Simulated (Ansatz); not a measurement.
Predict the output of the script below (Ansatz 0.2.0, Python API).

`run_defect.py`
```python
"""A substitution in a supercell of WC, against the perfect cell."""

import ansatz as az
import numpy as np
from pymatgen.core import Lattice, Structure
from pymatgen.io.ase import AseAtomsAdaptor

pmg_structure = Structure(
    Lattice([(0.0, 2.192684, 2.192684), (2.192684, 0.0, 2.192684), (2.192684, 2.192684, 0.0)]),
    ["W", "C"],
    [
        (0.0, 0.0, 0.0),
        (0.5, 0.5, 0.5),
    ],
)
wc = az.Crystal.from_ase(AseAtomsAdaptor.get_atoms(pmg_structure))
host = wc.supercell(2)
defective = host.substitution("Ta", at=(0.0, 0.0, 0.0), replaces="W")

def settled(structure):
    return (
        structure.calculation()
        .occupations(az.OccupationsMethod.FERMI_DIRAC)
        .basis(39 * az.Ry)
        .functional("r2scan")
        .kpoints(3, 3, 3)
        .band_table()
    )


perfect = settled(host).run(threads=1).report
job = settled(defective).forces()
outcome = job.run(threads=1)
r = outcome.report

n_host, n_defect = len(perfect["lattice"]["sites"]), len(r["lattice"]["sites"])
print(f"perfect cell: {n_host} atoms, F = {perfect['free_energy_ev']:.4f} eV")
print(f"defect cell:  {n_defect} atoms, F = {r['free_energy_ev']:.4f} eV")
# chemical potentials are still to be added to this difference
print(f"difference {r['free_energy_ev'] - perfect['free_energy_ev']:.4f} eV (no chemical potentials)")


pull = np.linalg.norm(r["forces_ev_ang"], axis=1)
for atom in np.argsort(-pull)[:5]:
    print(f"force on {outcome.lattice.sites[atom].symbol}{atom}: {pull[atom]:.3f} eV/A")
```

Output of `python run_defect.py`:
```text
perfect cell: 16 atoms, F = -85186.3487 eV
defect cell:  16 atoms, F = -84735.5053 eV
difference 450.8434 eV (no chemical potentials)
force on C13: 0.322 eV/A
force on C11: 0.322 eV/A
force on C5: 0.322 eV/A
force on C7: 0.322 eV/A
force on C9: 0.322 eV/A
```

Reading the output:
- Total energies depend on the potentials; only differences at equal settings carry meaning. A total without «per atom» is that of the whole cell that was run.
- The mesh is modest for a metal, so energies can be off by several to tens of meV an atom and pressures by half a GPa or more; differences at equal mesh fare better.
- The atoms stand at ideal sites; relaxing them can change energy and levels by an eV or more.
- The difference holds no chemical potentials.
- Errors of mesh and smearing per atom add up over the supercell, so the energy can be off by tenths of an eV.
- Spin-orbit coupling, which matters for elements this heavy, is left out.
- This cell is a computed structure, which may not be the phase found in nature.
- The supercell is small, so the defect meets its images and the energies aren't those of an isolated defect; a partly filled defect level may also lower its energy by spin or distortion. For a charged cell the difference holds no correction, alignment or term for the electrons' reservoir.
- It ran for 18 s on 1 thread of Arm Neoverse V2, on a shared host, peak memory 1.1 GiB.
